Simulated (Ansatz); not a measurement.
# Se2O: the cost of one run

Program: Ansatz 0.2.0. Level of theory: DFT PBE, scalar-relativistic, plane waves, PAW. These are calculated values, not measurements.

5 further runs of the same task are left out: 5 set aside as unsound or not needed.

**1. The system as given**

The structure is trigonal, space group R-3m (No. 166). The conventional cell has a = 3.616 Å, b = 3.616 Å, c = 16.384 Å, α = 90.00°, β = 90.00°, γ = 120.00°. Se (site symmetry 3m) has 3 O at 2.49 Å as nearest neighbours. O (site symmetry -3m) has 6 Se at 2.49 Å as nearest neighbours.

Structure file:

```
Se O
1.0
     1.80824    1.04399    5.46136
    -1.80824    1.04399    5.46136
     0.00000   -2.08798    5.46136
Se O
2 1
Cartesian
  0.0000 0.0000 12.2881
  0.0000 0.0000 4.0960
  0.0000 0.0000 0.0000
```

This is candidate A: anti-cadmium chloride type (R-3m, No. 166).

(A quick probe on a coarse mesh, which set the mesh and smearing, is not shown.)

**3. Rough relaxation on the coarse mesh (candidate A)**

File input.yaml:

```yaml
crystal:
  lattice:
    - [1.8082435369, 1.0439898928, 5.4613580533]
    - [-1.8082435369, 1.0439898928, 5.4613580533]
    - [0.0, -2.0879797855, 5.4613580533]
  atoms:
    - { symbol: Se, position: [0.75, 0.75, 0.75] }
    - { symbol: Se, position: [0.25, 0.25, 0.25] }
    - { symbol: O, position: [0.0, 0.0, 0.0] }
basis:
  ecutwfc: 420
kpoints:
  mp_grid: { grid: [6, 6, 6] }
hamiltonian:
  xc: pbe
scf:
  occupations: { method: gaussian, width: 0.1 }
  lower_state_search: "off"
output:
  forces: true
  stress: true
  eigenvalues: true
relax:
  adjacent_minimum: "off"
  f_tol: 0.04
  max_steps: 70
  cell: { stress_tol: 0.4 }
```

Run with:

```console
ansatz run input.yaml --threads 1 --pin off --max-ram 2560MiB --backend cpu --events-out ev --progress --plain --runs-dir out
```

What time and memory should one allow on 1 thread of Intel Xeon 6975P-C (Granite Rapids), shared host?

About 9.6 s, with a peak of 0.39 GiB.
